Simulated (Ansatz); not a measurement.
# GePtN4: the cost of one run

Computed with Ansatz 0.2.0 (DFT PBE, scalar-relativistic, plane waves, PAW, unless a step's input says otherwise).

2 further runs of the same task are left out: 1 that didn't finish, 1 set aside as unsound or not needed.

## Step 1: The system as given

Symmetry: P4/mmm, No. 123, tetragonal system. The conventional cell has a = 3.198 Å, b = 3.198 Å, c = 5.512 Å, α = 90.00°, β = 90.00°, γ = 90.00°. Ge (site symmetry 4/mmm) has 8 N at 2.57 Å as nearest neighbours. Pt (site symmetry 4/mmm) has 6 N at 1.53 to 1.60 Å as nearest neighbours. N (site symmetry mmm) has 2 Pt at 1.60 Å as nearest neighbours. N (site symmetry 4mm) is surrounded by 1 Pt at 1.53 Å.

As a file:

```cif
data_structure
_symmetry_space_group_name_H-M 'P 1'
_symmetry_Int_Tables_number 1
_cell_length_a 3.1979
_cell_length_b 3.1979
_cell_length_c 5.5120
_cell_angle_alpha 90.000
_cell_angle_beta 90.000
_cell_angle_gamma 90.000
_cell_volume 56.37
loop_
_atom_site_label
_atom_site_type_symbol
_atom_site_fract_x
_atom_site_fract_y
_atom_site_fract_z
_atom_site_occupancy
Ge1 Ge 0.50000 0.50000 0.50000 1
Pt1 Pt 0.00000 0.00000 0.00000 1
N1 N 0.50000 0.00000 0.00000 1
N2 N 0.00000 0.50000 0.00000 1
N3 N 0.00000 0.00000 0.27700 1
N4 N 0.00000 0.00000 0.72300 1
```

(A quick probe on a coarse mesh, which set the mesh and smearing, is not shown.)

## Step 3: Coarse relaxation

Contents of input.yaml:

```yaml
crystal:
  lattice:
    - [3.197880235, 0.0, 0.0]
    - [0.0, 3.197880235, 0.0]
    - [0.0, 0.0, 5.5119861559]
  atoms:
    - { symbol: Ge, position: [0.5, 0.5, 0.5] }
    - { symbol: Pt, position: [0.0, 0.0, 0.0] }
    - { symbol: "N", position: [0.5, 0.0, 0.0] }
    - { symbol: "N", position: [0.0, 0.5, 0.0] }
    - { symbol: "N", position: [0.0, 0.0, 0.277] }
    - { symbol: "N", position: [0.0, 0.0, 0.723] }
basis:
  ecutwfc: 420
kpoints:
  mp_grid: { grid: [6, 6, 4] }
hamiltonian:
  xc: pbe
scf:
  occupations: { method: gaussian, width: 0.1 }
  lower_state_search: "off"
output:
  forces: true
  stress: true
  eigenvalues: true
relax:
  adjacent_minimum: "off"
  f_tol: 0.04
  max_steps: 70
  cell: { stress_tol: 0.4 }
```

Launch:

```console
> ansatz run input.yaml --threads 1 --pin off --max-ram 2560MiB --backend cpu --events-out ev --progress --plain --runs-dir out
```

Q: Estimate wall time and peak memory on 1 thread of Arm Neoverse V1, shared host.

About 2.9 min, with a peak of 0.43 GiB.
